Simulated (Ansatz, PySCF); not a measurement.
PbCl4 in two programs

PbCl4 (singlet), relaxed with PySCF 2.14.0, RKS PBE0, Pb def2-SVP with ECP60, Cl def2-SVP; non-relativistic Hamiltonian with scalar-relativistic core potentials where named; density fitting; no spin-orbit coupling:

```xyz
5

Pb    0.0000    0.0000    0.0000
Cl    1.9651    0.0000    1.4005
Cl    0.0000    1.9651   -1.4005
Cl   -1.9651    0.0000    1.4005
Cl    0.0000   -1.9651   -1.4005
```

There the HOMO–LUMO gap is 4.62 eV. 

The same geometry by Ansatz 0.2.0 (PBE, PAW, a periodic box with 9 Å of vacuum):

```json
{"spin-orbit coupling": "without", "gap (eV)": "2.54", "largest force component (eV/Å)": "0.04"}
```

Question: What does the run with spin-orbit coupling give?

Answer: gap (eV): 2.54, largest force component (eV/Å): 0.02. It took 25 s on 2 threads of Arm Neoverse V1, with other jobs on the host, peak memory 2.3 GiB.

The spin-orbit runs use fully relativistic datasets of their own, so changes of a few hundredths of an eV needn't come from the coupling.

The two programs differ in functional, so their gaps don't test each other.
